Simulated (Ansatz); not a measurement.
**Br2H2Si: interaction energy of a dimer with the counterpoise correction**

How strongly do two molecules of Br2H2Si bind, and how much of that is basis error? The task is the interaction energy of a dimer with the counterpoise correction, for Br2H2Si.

Program: Ansatz 0.2.0, driven from Python. Level of theory: MP2/def2-SVP. These are calculated values, not measurements.

**1. Starting point**

Bond lengths: Br1–Si2 2.192 Å, Si2–Br3 2.228 Å, Si2–H4 1.530 Å, Si2–H5 1.471 Å. Angles: Br1–Si2–Br3 110.1°, Br1–Si2–H4 110.6°, Br1–Si2–H5 109.4°, Br3–Si2–H4 109.2°, Br3–Si2–H5 110.0°, H4–Si2–H5 107.5°.

The script holds or builds the structure itself.

**2. Script**

Contents of dimer_br2h2si.py:

```python
import ansatz as az

FIRST = [
    ('Br', (-1.6947, -1.2133, 0.3635)),
    ('Si', (0.1336, -0.044, 0.0578)),
    ('Br', (-0.3333, 1.83, -1.0533)),
    ('H', (1.1646, -0.8542, -0.7311)),
    ('H', (0.7297, 0.2813, 1.3631)),
]
SECOND = [
    ('Br', (-1.7372, 2.3308, -3.9363)),
    ('Si', (-2.5841, 3.6221, -2.381)),
    ('Br', (-3.4217, 2.3828, -0.7297)),
    ('H', (-3.6914, 4.5057, -2.9597)),
    ('H', (-1.5344, 4.5112, -1.859)),
]

def energy(atoms, ghosts=()):
    molecule = az.Crystal.molecule()
    for symbol, xyz in atoms:
        molecule = molecule.atom(symbol, xyz)
    calc = (
        molecule.calculation()
        .basis(gaussian='def2-SVP')
        .correlation('mp2')
    )
    deck = calc.input()
    if ghosts:
        deck = deck.set(az.key.basis.gaussian.ghost_atoms, [{'symbol': s, 'position_ang': list(xyz)} for s, xyz in ghosts])
    return az.Session.from_dict(deck).plan().execute().report['free_energy_ev']


def main() -> None:
    both = energy(FIRST + SECOND)
    alone = energy(FIRST) + energy(SECOND)
    ghosted = energy(FIRST, SECOND) + energy(SECOND, FIRST)
    print(f'dimer {both:.6f} eV')
    print(f'interaction, uncorrected   {96.485332 * (both - alone):8.3f} kJ/mol')
    print(f'interaction, counterpoise  {96.485332 * (both - ghosted):8.3f} kJ/mol')
    print(f'basis-set superposition    {96.485332 * (alone - ghosted):8.3f} kJ/mol')


if __name__ == '__main__':
    main()
```

**3. The input behind the calls**

The package turns the script's settings into the engine's input (first run):

```yaml
crystal:
  periodic: [false, false, false]
  atoms:
    - { symbol: Br, position_ang: [-1.6947, -1.2133, 0.3635] }
    - { symbol: Si, position_ang: [0.1336, -0.044, 0.0578] }
    - { symbol: Br, position_ang: [-0.3333, 1.83, -1.0533] }
    - { symbol: H, position_ang: [1.1646, -0.8542, -0.7311] }
    - { symbol: H, position_ang: [0.7297, 0.2813, 1.3631] }
    - { symbol: Br, position_ang: [-1.7372, 2.3308, -3.9363] }
    - { symbol: Si, position_ang: [-2.5841, 3.6221, -2.381] }
    - { symbol: Br, position_ang: [-3.4217, 2.3828, -0.7297] }
    - { symbol: H, position_ang: [-3.6914, 4.5057, -2.9597] }
    - { symbol: H, position_ang: [-1.5344, 4.5112, -1.859] }
basis:
  gaussian:
    orbitals: def2-SVP
correlation:
  method: mp2
```

**4. Running it**

The run is started by

```
python dimer_br2h2si.py
```

**Question.** How large is the interaction at this pose, and how much of it is basis-set superposition?

**Answer**, as computed:

| quantity | value |
| --- | --- |
| interaction energy, uncorrected | 47.377 kJ/mol |
| interaction energy, counterpoise | 64.932 kJ/mol |
| runs compared | 5 |

The pair is unbound at this geometry and level. Uncorrected it is 47.377 kJ/mol, with the counterpoise correction 64.932 kJ/mol; the difference, 17.55 kJ/mol, is the superposition error. The pose is repulsive. Total energies depend on the basis set; only differences at equal settings carry meaning. The dimer is a generated trial pose of unrelaxed monomers, not a minimum, so the figure is no binding energy, and the basis set is small.
